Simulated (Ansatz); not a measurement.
# HF/aug-cc-pVDZ run of CH3AlO (SMILES [CH3][Al]=[O])

What is the electronic atomisation energy of CH3AlO at HF/aug-cc-pVDZ? 

Program for the calculation: Ansatz 0.2.0.

61 further runs of the same task are left out: 8 that didn't finish, 53 set aside as unsound or not needed. Runs told in other sessions of the task aren't counted.

## 1. The molecule

CH3AlO has 6 atoms, charge 0, and is taken as a singlet. SMILES: `[CH3][Al]=[O]`. The coordinates come from a PBE0-D4/def2-TZVP relaxation.

Bond lengths: C1–Al2 1.935 Å, Al2–O3 1.596 Å, C1–H4 1.092 Å, C1–H5 1.092 Å, C1–H6 1.092 Å. Angles: C1–Al2–O3 180.0°, Al2–C1–H4 110.5°, Al2–C1–H5 110.5°, Al2–C1–H6 110.5°, H4–C1–H5 108.4°, H4–C1–H6 108.4°, H5–C1–H6 108.4°.

## 2. A single-point energy at HF/aug-cc-pVDZ

The input, run.yaml:

```yaml
crystal:
  periodic: [false, false, false]
  atoms:
    - {symbol: C, position_ang: [-0.412500, 0.498200, -0.315400]}
    - {symbol: Al, position_ang: [0.696700, -0.841400, 0.532500]}
    - {symbol: O, position_ang: [1.611700, -1.946300, 1.232100]}
    - {symbol: H, position_ang: [0.065200, 1.479100, -0.263900]}
    - {symbol: H, position_ang: [-1.383600, 0.560900, 0.180800]}
    - {symbol: H, position_ang: [-0.577400, 0.249400, -1.366100]}
basis:
  gaussian:
    orbitals: aug-cc-pVDZ
hamiltonian:
  xc: hf
accuracy: high
output: {orbitals: {seedname: orbitals}}
```

Started as:

```
ansatz run run.yaml --threads 1 --pin off --max-ram 3480MiB --events-out events.jsonl --progress --plain --runs-dir runs
```

Log:

```text
Warning: RAYON_NUM_THREADS=1 ignored (pool sized by the plan → 1); use --threads N
Functional definition: HF
  name "HF"
  exchange = exact_x
  correlation = 0
1876 factors; integrals over basis functions are off by at most 3.5e-9 eV
mean field evaluation 1: about -9690.8435 eV, gradient 5.6e1 eV
mean field evaluation 2: about -9690.8472 eV, gradient 5.6e1 eV
mean field evaluation 4: about -9697.5972 eV, gradient 6.6e0 eV
mean field evaluation 8: about -9697.7303 eV, gradient 4.3e-1 eV
mean field evaluation 16: about -9674.7945 eV, gradient 7.9e1 eV
mean field -9697.73248176 eV, -356.3850953455 hartree, gradient 1.2e-8 eV, S^2 0.000000; 0 other end points of the search recorded, 0 dependent functions left out
reference -9697.73248176 eV, -356.3850953455 hartree; 15, 15 occupied and 85, 85 virtual orbitals, 1876 factors
Total energy: -9697.73248176 eV, -356.3850953455 hartree
```

Wall time 3.9 s (1 thread of Intel Xeon Platinum 8259CL at 2.50GHz (Skylake/Cascade Lake), shared host); peak memory 0.26 GiB.

## 3. The Al atom

The input, run.yaml:

```yaml
crystal:
  periodic: [false, false, false]
  atoms:
    - {symbol: Al, position_ang: [0.000000, 0.000000, 0.000000]}
basis:
  gaussian:
    orbitals: aug-cc-pVDZ
magnetization:
  spin_polarized: true
  initial_magnetization: 1
hamiltonian:
  xc: hf
accuracy: high
```

Run the same way, it converges to -241.87416 Eh (log not shown).

## 4. The C atom

The input, job.yaml:

```yaml
crystal:
  periodic: [false, false, false]
  atoms:
    - {symbol: C, position_ang: [0.000000, 0.000000, 0.000000]}
basis:
  gaussian: {orbitals: aug-cc-pVDZ}
accuracy: high
magnetization: {spin_polarized: true, initial_magnetization: 2}
hamiltonian: {xc: hf}
total_charge: 0
```

Run the same way, it converges to -37.68776 Eh (log not shown).

## 5. The H atom at the same level

The input, job.yaml:

```yaml
crystal:
  periodic: [false, false, false]
  atoms:
    - {symbol: H, position_ang: [0.000000, 0.000000, 0.000000]}
basis:
  gaussian: {orbitals: aug-cc-pVDZ}
magnetization: {spin_polarized: true, initial_magnetization: 1}
hamiltonian: {xc: hf}
accuracy: high
```

Run the same way, it converges to -0.49933 Eh (log not shown).

## 6. The O atom at the same level

The input, job.yaml:

```yaml
crystal:
  periodic: [false, false, false]
  atoms:
    - {symbol: O, position_ang: [0.000000, 0.000000, 0.000000]}
basis:
  gaussian:
    orbitals: aug-cc-pVDZ
magnetization:
  spin_polarized: true
  initial_magnetization: 2
hamiltonian:
  xc: hf
accuracy: high
```

Run the same way, it converges to -74.79660 Eh (log not shown).

## 7. Outcome

Level: HF/aug-cc-pVDZ.

```
                     quantity          value
       molecule: total energy  -356.38510 Eh
        molecule: HOMO energy      -10.57 eV
        molecule: LUMO energy        0.26 eV
      molecule: HOMO–LUMO gap       10.83 eV
        Al atom: total energy  -241.87416 Eh
                Al atom: ⟨S²⟩          0.768
         C atom: total energy   -37.68776 Eh
                 C atom: ⟨S²⟩          2.010
         H atom: total energy    -0.49933 Eh
                 H atom: ⟨S²⟩          0.750
         O atom: total energy   -74.79660 Eh
                 O atom: ⟨S²⟩          2.008
electronic atomisation energy      14.383 eV
```

**Reading.** Taking the molecule apart into free atoms costs 14.38 eV (332 kcal/mol), before zero-point energy and without spin-orbit coupling. Hartree–Fock lacks the correlation of the bonding pairs, which as a rule makes this value much too low; in minimal bases other errors can mask that.
